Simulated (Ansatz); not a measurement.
# CN2O: the cost of one run

Program: Ansatz 0.2.0. Level of theory: DFT r2SCAN+D3(BJ), plane waves, PAW, scalar-relativistic, no spin polarisation. These are calculated values, not measurements.

## Step 1: Starting point

The cell holds 16 atoms (C4N8O4): a = 7.742 Å, b = 7.742 Å, c = 7.742 Å, α = 90.00°, β = 90.00°, γ = 90.00°.

Coordinates:

```xyz
16
Lattice="7.7418 0.0000 0.0000 0.0000 7.7418 0.0000 0.0000 0.0000 7.7418" Properties=species:S:1:pos:R:3 pbc="T T T"
N     0.2098    0.0367    0.5564
N     0.4160    0.0228   -0.5545
N     7.1483    3.3808    4.8328
N     7.1316    3.3761    3.7029
N     7.0430    5.8760    2.3859
N     6.7637    4.9468    1.8069
N     3.2664    0.0211    6.5236
N     4.3610    0.3011    6.5396
O     3.2599    5.0415    6.8773
C     4.0164    4.2348    6.5608
O     1.9704    5.8192    2.3358
C     2.4567    5.0217    1.6644
O     2.4057    1.9074    1.1435
C     1.4300    2.3402    1.5727
O     5.0163    0.7241    2.0173
C     4.5074   -0.0643    1.3520
```

## Step 2: Relaxing the start

The input, input.yaml:

```yaml
accuracy: low
crystal:
  lattice:
    - [7.741753, 0.0, 0.0]
    - [0.0, 7.741753, 0.0]
    - [0.0, 0.0, 7.741753]
  atoms:
    - { symbol: "N", position: [0.0270958, 0.0047403, 0.0718761] }
    - { symbol: "N", position: [0.0537342, 0.0029449, -0.0716204] }
    - { symbol: "N", position: [0.9233452, 0.4366995, 0.62425] }
    - { symbol: "N", position: [0.9211849, 0.4360891, 0.4783081] }
    - { symbol: "N", position: [0.9097476, 0.7590045, 0.3081873] }
    - { symbol: "N", position: [0.8736696, 0.6389705, 0.2333922] }
    - { symbol: "N", position: [0.4219195, 0.002728, 0.842651] }
    - { symbol: "N", position: [0.5633122, 0.0388933, 0.8447139] }
    - { symbol: O, position: [0.4210832, 0.651213, 0.8883404] }
    - { symbol: C, position: [0.5187946, 0.5470049, 0.8474519] }
    - { symbol: O, position: [0.2545216, 0.7516612, 0.3017197] }
    - { symbol: C, position: [0.3173274, 0.6486476, 0.2149882] }
    - { symbol: O, position: [0.3107372, 0.2463826, 0.1477078] }
    - { symbol: C, position: [0.184717, 0.3022766, 0.2031468] }
    - { symbol: O, position: [0.6479572, 0.0935301, 0.260579] }
    - { symbol: C, position: [0.5822196, -0.0083063, 0.1746335] }
basis:
  ecutwfc: 500.0
kpoints:
  mp_grid: { grid: [1, 1, 1] }
hamiltonian:
  xc: r2scan
  dispersion: d3bj
scf:
  occupations: { method: fermi_dirac, width: 0.05 }
  lower_state_search: "off"
relax:
  f_tol: 0.3
  max_steps: 15
  adjacent_minimum: "off"
```

On the command line:

```bash
$ ansatz run input.yaml --threads 1 --pin off --max-ram 3072MiB --backend cpu --events-out ev --progress --plain --runs-dir out
```

**Question.** How long does this run take on 1 thread of Arm Neoverse V2, shared host, and how much memory does it need?

About 3.6 min, with a peak of 0.84 GiB.
